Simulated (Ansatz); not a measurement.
# NiTe2: the cost of one run

Program: Ansatz 0.2.0. Level of theory: reference: DFT, HSE06, plane waves, PAW. These are calculated values, not measurements.

5 further runs of the same task are left out: 2 for a known fault of the program, 3 that didn't finish.

**1. The starting structure**

The structure is cubic, space group Fm-3m (No. 225). Conventional cell: a = 6.545 Å, b = 6.545 Å, c = 6.545 Å, α = 90.00°, β = 90.00°, γ = 90.00°. Around Ni (site symmetry m-3m) lie 8 Te at 2.83 Å. Around Te (site symmetry -43m) lie 4 Ni at 2.83 Å.

Coordinates:

```
CELL_PARAMETERS angstrom
0.00000 3.27272 3.27272
3.27272 0.00000 3.27272
3.27272 3.27272 0.00000
ATOMIC_POSITIONS crystal
Ni 0.00000 0.00000 0.00000
Te 0.25000 0.25000 0.25000
Te 0.75000 0.75000 0.75000
```

**2. Reference**

input.yaml

```yaml
crystal:
  lattice:
    - [0.0, 3.2727162543, 3.2727162543]
    - [3.2727162543, 0.0, 3.2727162543]
    - [3.2727162543, 3.2727162543, 0.0]
  atoms:
    - { symbol: Ni, position: [0.0, 0.0, 0.0] }
    - { symbol: Te, position: [0.25, 0.25, 0.25] }
    - { symbol: Te, position: [0.75, 0.75, 0.75] }
kpoints:
  mp_grid: { grid: [4, 4, 4] }
hamiltonian:
  xc: hse06
scf:
  occupations: { method: fermi_dirac, width: 0.02 }
  n_extra_bands: 4
output:
  forces: true
  stress: true
  eigenvalues: true
```

Run with:

```console
$ ansatz run input.yaml --threads 4 --pin off --max-ram 3686MiB --backend cpu --events-out ev --progress --plain --runs-dir out
```

What time and memory should one allow on 4 threads of an x86-64 CPU, shared host?

About 39 s, with a peak of 1 GiB.
